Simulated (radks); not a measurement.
# Zn⁴⁺ in [Ar] 3d8: an all-electron calculation

Aim: the levels, the sizes of the orbitals and the parts of the energy of the zinc ion Zn4+.

The numbers are computed with radks (a radial shooting solver on a logarithmic mesh, Libxc functionals) version 1 (scalar-relativistic Kohn-Sham, PBE, spin-polarised, spherical densities, finite nucleus; open shells are filled with parallel spins first), except any that are marked as measured or tabulated.

## Step 1: The system

* element: zinc (Z = 30)
* charge: +4
* electrons: 26
* configuration: [Ar] 3d8
* nuclear rms radius: 3.9283 fm

The outer shells:

Zn⁴⁺
```
[Ar] core
3d [↑↓][↑↓][↑↓][↑ ][↑ ]
```

## Step 2: The run

Input:

```text
Z 30
configuration [Ar] 3d8
relativity scalar-relativistic
functional pbe,pbe
spin polarised
nucleus finite rms 3.9283 fm
c 137.035999084
```

Launch:

```
> python run_ks.py task.json out
```

The same process makes all the runs of this session.

**Question.** What will this run give?

The runs gave:

```
                        quantity                      value
                    total energy        -1791.25471 hartree
exchange-correlation share of it                     3.89 %
                            −T/E                     1.0160
          highest occupied level        3d down, -71.954 eV
    most extended occupied level  3d down, <r> = 0.778 bohr
 radius at density 0.001 e/bohr³                  2.41 bohr
    maxima of the radial density                          3
         ionisation energy, NIST          83 (semi-emp.) eV
```

What this shows: 3 principal shells are occupied and 3 maxima appear in the radial density. Relativity lifts −T/E to 1.016. The top level binds by 71.954 eV, 87 % of the NIST ionisation energy of 83 eV; the potential of a semilocal functional falls off too fast, so its top eigenvalue is too shallow. Open shells are spherical and high-spin; term and fine-structure splittings are not resolved.
